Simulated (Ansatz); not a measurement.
# Si₃GeH₁₀: up Jacob's ladder to CCSD(T)

An exercise on one series of results from a longer session: the logs are not shown, and one member is left open.

The runs use Ansatz 0.2.0, Gaussian basis; functionals in def2-TZVPP, the program's frozen cores in correlated methods.

Plan: LDA (SPW92), PBE-D4, revPBE-D4, BLYP-D4, r2SCAN-D4, B97M-V, PBE0-D4, B3LYP-D4, r2SCANh-D4, r2SCAN0-D4, HSE06-D4, BHLYP-D4, CAM-B3LYP-D4, LC-ωPBE, ωB97X-V, ωB97M-V, B2PLYP, PBE-QIDH; CCSD(T)/def2-SVP; CCSD(T)/def2-TZVPP; MP2/def2-QZVPP; extrapolation to the limit; RPA on PBE.

## The geometry

All runs share one geometry, relaxed beforehand with PBE0-D4 in a triple-zeta def2 set.

SMILES `[SiH3][SiH2][SiH2][GeH3]`, 14 atoms, charge 0, spin multiplicity 1.

Atoms are counted from 1 here; the program's logs count them from 0.

Bond lengths: Si1–Si2 2.338 Å, Si1–H5 1.488 Å, Si1–H6 1.488 Å, Si1–H7 1.488 Å, Si2–Si3 2.337 Å, Si2–H8 1.490 Å, Si2–H9 1.490 Å, Si3–Ge4 2.381 Å, Si3–H10 1.490 Å, Si3–H11 1.490 Å, Ge4–H12 1.538 Å, Ge4–H13 1.538 Å, Ge4–H14 1.538 Å. Angles: Si2–Si1–H5 109.9°, Si2–Si1–H6 111.3°, Si2–Si1–H7 109.5°, H5–Si1–H6 108.8°, H5–Si1–H7 108.5°, H6–Si1–H7 108.7°, Si1–Si2–Si3 109.6°, Si1–Si2–H8 110.1°, Si1–Si2–H9 109.2°, Si3–Si2–H8 110.8°, Si3–Si2–H9 108.9°, H8–Si2–H9 108.2°, Si2–Si3–Ge4 109.8°, Si2–Si3–H10 109.4°, Si2–Si3–H11 110.8°, Ge4–Si3–H10 109.0°, Ge4–Si3–H11 109.6°, H10–Si3–H11 108.2° and more.

The first run:

The input, in.yaml:

```yaml
crystal:
  periodic: [false, false, false]
  atoms:
    - {symbol: Si, position_ang: [-0.181312, 2.338641, 0.254410]}
    - {symbol: Si, position_ang: [0.579839, 0.481967, 1.454811]}
    - {symbol: Si, position_ang: [-0.391562, -1.461196, 0.593998]}
    - {symbol: Ge, position_ang: [0.039000, -1.609903, -1.742543]}
    - {symbol: H, position_ang: [-1.664800, 2.420455, 0.334402]}
    - {symbol: H, position_ang: [0.397364, 3.601186, 0.787498]}
    - {symbol: H, position_ang: [0.207859, 2.200443, -1.174898]}
    - {symbol: H, position_ang: [0.254384, 0.639236, 2.900480]}
    - {symbol: H, position_ang: [2.060544, 0.383293, 1.317943]}
    - {symbol: H, position_ang: [-1.864387, -1.417828, 0.813041]}
    - {symbol: H, position_ang: [0.145888, -2.670080, 1.278720]}
    - {symbol: H, position_ang: [-0.651811, -0.451307, -2.481128]}
    - {symbol: H, position_ang: [-0.481347, -2.935888, -2.322638]}
    - {symbol: H, position_ang: [1.550340, -1.519029, -2.014076]}
basis:
  gaussian: {orbitals: def2-TZVPP}
hamiltonian: {xc: lda}
output: {orbitals: {seedname: orbitals}}
```

Started as:

```
> ansatz run in.yaml --threads 4 --pin off --events-out ev --progress --plain --max-ram 11315MiB
```

Steps of the session up to this table: LDA; PBE-D4 (GGA); revPBE-D4 (GGA); BLYP-D4 (GGA); r2SCAN-D4 (meta-GGA); B97M-V (meta-GGA); B3LYP-D4 (hybrid); r2SCANh-D4 (hybrid); r2SCAN0-D4 (hybrid); HSE06-D4 (hybrid); BHLYP-D4 (hybrid); CAM-B3LYP-D4 (range-separated); LC-ωPBE (range-separated); ωB97X-V (range-separated); ωB97M-V (range-separated); B2PLYP (double hybrid); PBE-QIDH (double hybrid).

One table of the session follows, with a row left open; its other results are not shown here.

It belongs to the step «Frontier levels by functional». 

| functional | HOMO (eV) | gap (eV) |
| --- | --- | --- |
| LDA (SPW92) | -6.96 | 5.64 |
| PBE-D4 | -6.87 | 5.72 |
| revPBE-D4 | -6.82 | 5.76 |
| BLYP-D4 | -6.70 | 5.73 |
| r2SCAN-D4 | -7.11 | 6.18 |
| B97M-V | -7.24 | 6.07 |
| PBE0-D4 | -7.90 | 7.55 |
| B3LYP-D4 | -7.69 | 7.19 |
| r2SCANh-D4 | -7.49 | 6.83 |
| r2SCAN0-D4 | -8.05 | 7.82 |
| HSE06-D4 | -7.51 | 6.80 |
| BHLYP-D4 | -8.81 | 9.39 |
| CAM-B3LYP-D4 | -9.10 | 9.82 |
| LC-ωPBE | -10.38 | 12.13 |
| ωB97X-V | -10.07 | 11.72 |
| ωB97M-V | ? | ? |

Q: Estimate the row for ωB97M-V from the others.

As computed: HOMO (eV): -9.84; gap (eV): 11.21. In the column «HOMO (eV)» it lies between ωB97X-V (-10.07) and CAM-B3LYP-D4 (-9.10).
